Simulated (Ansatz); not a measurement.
# H₃InOZn: how energies converge with the basis set

An exercise on one series of results from a longer session: the logs are not shown, and one member is left open.

The runs use Ansatz 0.2.0, Gaussian basis; one geometry, several basis sets.

Plan: PBE0-D4/def2-SVP; ωB97M-V/def2-SVP; PBE0-D4/def2-QZVPP; ωB97M-V/def2-QZVPP; the functionals' def2-TZVPP values are taken from earlier runs.

**The geometry**

All runs share one geometry, relaxed beforehand with PBE0-D4 in a triple-zeta def2 set. In takes the def2 core potential; no spin-orbit term is included.

SMILES `[OH][InH][ZnH]`, 6 atoms, charge 0, spin multiplicity 1.

Atoms are counted from 1 here; the program's logs count them from 0.

Bond lengths: O1–In2 2.007 Å, O1–H4 0.960 Å, In2–Zn3 2.587 Å, In2–H5 1.737 Å, Zn3–H6 1.563 Å. Angles: In2–O1–H4 113.1°, O1–In2–Zn3 110.3°, O1–In2–H5 110.6°, Zn3–In2–H5 139.1°, In2–Zn3–H6 179.8°.

The first run:

in.yaml reads:

```yaml
crystal:
  periodic: [false, false, false]
  atoms:
    - {symbol: O, position_ang: [-1.380977, -1.036851, -0.744819]}
    - {symbol: In, position_ang: [0.214268, 0.175472, -0.627345]}
    - {symbol: Zn, position_ang: [0.867915, 0.562825, 1.845790]}
    - {symbol: H, position_ang: [-1.658982, -1.208304, -1.647432]}
    - {symbol: H, position_ang: [0.741119, 0.649180, -2.213441]}
    - {symbol: H, position_ang: [1.258857, 0.793777, 3.341048]}
basis:
  gaussian: {orbitals: def2-SVP}
hamiltonian: {xc: pbe0, dispersion: d4}
output: {orbitals: {seedname: orbitals}}
```

Launch:

```bash
$ ansatz run in.yaml --threads 4 --pin off --events-out ev --progress --plain --max-ram 10444MiB
```

Steps of the session up to this table: PBE0-D4 in def2-SVP; ωB97M-V in def2-SVP; PBE0-D4 in def2-QZVPP; ωB97M-V in def2-QZVPP.

One table of the session follows, with a row left open; its other results are not shown here.

It belongs to the step «Functionals by basis». 

```
functional       basis  HOMO (eV)  LUMO (eV)
   PBE0-D4    def2-SVP          ?          ?
   PBE0-D4  def2-TZVPP      -6.95      -2.11
   PBE0-D4  def2-QZVPP      -6.97      -2.14
   ωB97M-V    def2-SVP      -8.75      -0.12
   ωB97M-V  def2-TZVPP      -8.95      -0.58
   ωB97M-V  def2-QZVPP      -8.98      -0.66
```

Estimate the missing values for PBE0-D4, def2-SVP.

The run gave: HOMO (eV): -6.81; LUMO (eV): -1.79. In the column «HOMO (eV)» it is the highest.
